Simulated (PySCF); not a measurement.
# C₅H₇F₂N: geometry, NMR shifts, spin-spin couplings and electronic excitations

Aim: predict the NMR shifts, spin-spin couplings and electronic excitations of C₅H₇F₂N (`C=C/C(=N\C)C(F)F`).

Programs: PySCF 2.14.0, with density-fitted response routines of our own. Each step states its level of theory. These are calculated values for one molecule in the gas phase, unless marked as measured. Atoms count from 0, in the outputs and in this text.

## Step 1: The starting structure

15 atoms, charge 0, multiplicity 1; geometry from: GFN2-xTB.

Bonds of the start (Å): C0–C1 1.33, C1–C2 1.46, C2–N3 1.27, N3–C4 1.43, C2–C5 1.52, C5–F6 1.36, C5–F7 1.36, C0–H8 1.08, C0–H9 1.08, C1–H10 1.08, C4–H11 1.09, C4–H12 1.09, C4–H13 1.09, C5–H14 1.10.

## Step 2: Geometry optimisation at PBE0-D3(BJ)/def2-SVP

The job: settings as JSON, then the geometry in Å.

```
{"job": {"xc": "PBE0", "basis": "def2-SVP", "d3": "d3bj", "grid": 1, "kind": "geom"}, "charge": 0, "multiplicity": 1}
C     -1.527902     1.577889    -0.145526
C     -0.318271     1.026394    -0.169917
C     -0.033418    -0.382794     0.077021
N      1.095671    -0.961094     0.069010
C      2.325511    -0.278091    -0.198883
C     -1.188326    -1.317311     0.386934
F     -2.098383    -1.341066    -0.620018
F     -1.867334    -0.926112     1.495449
H     -2.423667     1.019650     0.064071
H     -1.661135     2.629453    -0.339022
H      0.547809     1.637311    -0.386562
H      2.330498     0.169092    -1.196057
H      3.124091    -1.016155    -0.137625
H      2.516335     0.512894     0.530662
H     -0.825895    -2.342072     0.548553
```

**Question.** This job is followed by: GIAO PBE0/pcSseg-1 NMR shielding, non-relativistic, gas phase; B3LYP/pcJ-1 indirect spin-spin coupling, non-relativistic, gas phase; TDDFT wB97X-D/def2-SVPD, vertical, gas phase, core orbitals frozen in the response; GIAO WP04/pcSseg-1 NMR shielding, non-relativistic, gas phase. What will the session give for the following? rotational constants (main isotopes); 13C shifts against TMS (PBE0/pcSseg-1); 1H shifts against TMS (PBE0/pcSseg-1, means over atoms taken as alike); 15N shifts against NH3 (PBE0/pcSseg-1); 19F shifts against CFCl3 (PBE0/pcSseg-1, means over atoms taken as alike); largest coupling of the table (B3LYP/pcJ-1); lowest singlet (wB97X-D/def2-SVPD); brightest single state of those computed; lowest triplet; vertical ionisation energy (ΔSCF); vertical electron affinity (ΔSCF); range of the shift of N3.

The runs gave:

```
                                                                 quantity                                             value
                                     rotational constants (main isotopes)                              2.86, 1.56, 1.24 GHz
                                   13C shifts against TMS (PBE0/pcSseg-1)              168.4, 138.4, 127.2, 122.9, 38.5 ppm
   1H shifts against TMS (PBE0/pcSseg-1, means over atoms taken as alike)                  6.64, 6.42, 6.23, 5.93, 3.38 ppm
                                   15N shifts against NH3 (PBE0/pcSseg-1)                                         384.7 ppm
19F shifts against CFCl3 (PBE0/pcSseg-1, means over atoms taken as alike)                                        -127.0 ppm
                              largest coupling of the table (B3LYP/pcJ-1)                          1J(C,F) C5–F6, -305.0 Hz
                                       lowest singlet (wB97X-D/def2-SVPD)                       4.29 eV (289 nm), f = 0.001
                                 brightest single state of those computed                       state 2, 5.90 eV, f = 0.519
                                                           lowest triplet                                           3.39 eV
                                        vertical ionisation energy (ΔSCF)                                           9.59 eV
                                        vertical electron affinity (ΔSCF)  -0.04 eV (unbound: the value hangs on the basis)
                                                 range of the shift of N3                                374.9 to 384.7 ppm
```

What this shows: The optimisation took 6 steps and gained 0.049 eV; among the close pairs (by a distance rule), C0–H8 changed most, from 1.076 to 1.092 Å. At PBE0/pcSseg-1: The widest tensor belongs to N3: span 748 ppm, with a paramagnetic part of -448 ppm. In the run at B3LYP/pcJ-1, the largest coupling of the table is C5–F6 (mean over like pairs), -305.0 Hz, of which the Fermi-contact term gives -307.4 Hz. Couplings across rotatable bonds belong to this one conformer; where others are populated, the observed values are averages. Density functionals describe couplings to fluorine poorly, F–F couplings above all, so those rows are rough. The lowest singlet, at 4.29 eV, is HOMO→LUMO 0.94 and is dark; of the 10 states computed, the strongest absorption comes from state 2 at 5.90 eV. The lowest triplet lies 0.89 eV below the lowest singlet (triplets in Tamm-Dancoff, singlets in full TDDFT). The orbital energy would give 9.53 eV for ionisation, ΔSCF gives 9.59 eV. In ppm, N3 moves most: its shift spreads over 9.7 ppm, from 374.9 (WP04/pcSseg-1) to 384.7 (PBE0/pcSseg-1).
